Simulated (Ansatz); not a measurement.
**SiH₃Br (built from SMILES [SiH3]Br): functionals against CCSD(T) at one geometry**

How do the functionals fare away from a minimum? The structure is a displaced guess of a reacting structure.

Method: single points in def2-TZVPP; program: Ansatz 0.2.0, Gaussian basis.

Cores are frozen in the correlated methods. Filled d shells of the heavier atoms are correlated.

**1. The system as given**

5 atoms, charge 0, spin multiplicity 1.

Atoms are counted from 1 here; the program's logs count them from 0.

Bond lengths: Si1–H4 1.515 Å, Si1–H5 1.386 Å. Angles: H4–Si1–H5 114.4°.

Geometry (Å):

```tsv
atom	x (Å)	y (Å)	z (Å)
Si1	0.2304	0.6008	0.1739
Br2	-0.6777	-1.8501	-0.5233
H3	-0.5594	-0.0367	-1.3721
H4	-0.6189	0.9571	1.3770
H5	1.5704	0.3921	0.4617
```

**2. CCSD(T)/def2-TZVPP**

Input file run/in.yaml:

```yaml
crystal:
  periodic: [false, false, false]
  atoms:
    - {symbol: Si, position_ang: [0.230400, 0.600800, 0.173900]}
    - {symbol: Br, position_ang: [-0.677700, -1.850100, -0.523300]}
    - {symbol: H, position_ang: [-0.559400, -0.036700, -1.372100]}
    - {symbol: H, position_ang: [-0.618900, 0.957100, 1.377000]}
    - {symbol: H, position_ang: [1.570400, 0.392100, 0.461700]}
basis:
  gaussian: {orbitals: def2-TZVPP}
correlation: {method: ccsd_t}
output: {forces: true}
```

No record of the launch command was kept for these runs.

**3. PBE0-D4/def2-TZVPP**

run/in.yaml: that of step 2 with these lines changed.

```diff
@@ -10,3 +10,3 @@
   gaussian: {orbitals: def2-TZVPP}
-correlation: {method: ccsd_t}
-output: {forces: true}
+hamiltonian: {xc: pbe0, dispersion: d4}
+output: {forces: true, orbitals: {seedname: orbitals}}
```

**4. wB97M-V/def2-TZVPP**

run/in.yaml: that of step 3 with these lines changed.

```diff
@@ -10,3 +10,3 @@
   gaussian: {orbitals: def2-TZVPP}
-hamiltonian: {xc: pbe0, dispersion: d4}
-output: {forces: true, orbitals: {seedname: orbitals}}
+hamiltonian: {xc: {name: wB97M-V}}
+output: {forces: true}
```

**5. r2SCAN-D4/def2-TZVPP**

run/in.yaml: that of step 4 with these lines changed.

```diff
@@ -10,3 +10,3 @@
   gaussian: {orbitals: def2-TZVPP}
-hamiltonian: {xc: {name: wB97M-V}}
+hamiltonian: {xc: r2scan, dispersion: d4}
 output: {forces: true}
```

**6. PBE-D4/def2-TZVPP**

run/in.yaml: that of step 5 with these lines changed.

```diff
@@ -10,3 +10,3 @@
   gaussian: {orbitals: def2-TZVPP}
-hamiltonian: {xc: r2scan, dispersion: d4}
+hamiltonian: {xc: pbe, dispersion: d4}
 output: {forces: true}
```

**7. r2SCANh-D4/def2-TZVPP**

run/in.yaml: that of step 6 with these lines changed.

```diff
@@ -10,3 +10,3 @@
   gaussian: {orbitals: def2-TZVPP}
-hamiltonian: {xc: pbe, dispersion: d4}
+hamiltonian: {xc: {name: r2SCANh}, dispersion: d4}
 output: {forces: true}
```

**8. revPBE-D4/def2-TZVPP**

run/in.yaml: that of step 7 with these lines changed.

```diff
@@ -10,3 +10,3 @@
   gaussian: {orbitals: def2-TZVPP}
-hamiltonian: {xc: {name: r2SCANh}, dispersion: d4}
+hamiltonian: {xc: {name: revPBE}, dispersion: d4}
 output: {forces: true}
```

(Steps that only read results are left out.)

Before running it: what results should come out? Wanted: energy less free atoms, CCSD(T)/def2-TZVPP; RMS force component; RMS force error; HOMO and LUMO, PBE0-D4; T1 diagnostic.

The runs gave:

| quantity | value |
| --- | --- |
| energy less free atoms, CCSD(T)/def2-TZVPP | -10.529 eV |
| RMS force component | 1.550 to 1.628 eV/Å over the methods |
| RMS force error | PBE0-D4 0.074, wB97M-V 0.049, r2SCAN-D4 0.084, PBE-D4 0.179, r2SCANh-D4 0.058, revPBE-D4 0.195 eV/Å |
| HOMO and LUMO, PBE0-D4 | -6.85 and -2.65 eV |
| T1 diagnostic | 0.015 |

Against CCSD(T) the functionals' energies less atoms differ by -0.542 to -0.219 eV, PBE-D4 by -0.542 eV. The reference is not at the basis limit: in triple zeta CCSD(T) underbinds, which counts against methods that bind more; the gaps are no ranking. The forces of wB97M-V come nearest to CCSD(T), those of revPBE-D4 are farthest. Frozen-core CCSD(T) forces in triple zeta carry basis errors of their own, and this is one geometry, so small gaps rank nothing. The restricted Hartree–Fock reference is unstable towards an unrestricted one at one or more of these structures.
